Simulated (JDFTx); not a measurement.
Runs of JDFTx 1.7.0 (patched build) on H2. The cell holds a molecule in a box, 2 atoms: a = 10.000 Å, b = 10.000 Å, c = 10.000 Å, α = 90.00°, β = 90.00°, γ = 90.00°. 

```csv
task,level,potentials or basis,smearing,check on overlapping cores,liquid model,variant of the liquid model,solvent,density cutoff over wavefunction cutoff,largest force (eV/Å)
solvation,PBE+D3,PseudoDojo-SR-PBE-0.5-standard with smoothed tails,fixed,none,LinearPCM,SoftSphere,H2O,4,(a)
solvation,PBEsol,PseudoDojo-SR-PBEsol-0.4.1-standard with smoothed tails,fixed,none,LinearPCM,GLSSA13,methanol,4,0.45
solvation,PBE+D3,PseudoDojo-SR-PBE-0.5-standard with smoothed tails,fixed,none,NonlinearPCM,SGA13,H2O,4,0.13
solvation,PBEsol,PseudoDojo-SR-PBEsol-0.4.1-standard with smoothed tails,fixed,none,LinearPCM,GLSSA13,EthylEther,4,(b)
single point,PBE,PseudoDojo-SR-PBE-0.5-standard with smoothed tails,fermi-dirac 0.05 eV,-,-,-,-,8,0.10
```

Alike in all rows: no spin polarisation; cell as given; k mesh 1 × 1 × 1; cutoff (eV) 980.

**Question.** Fill in the values left out.

**Answer.** (a) 0.18; (b) 0.42.

Caveats: forces may be off by hundredths of an eV/Å (some runs); forces in the liquid are good to some per cent (some runs); the liquid is a continuum model, checked here against plausible ranges alone (some runs).

Not every run made on this cell is shown here.
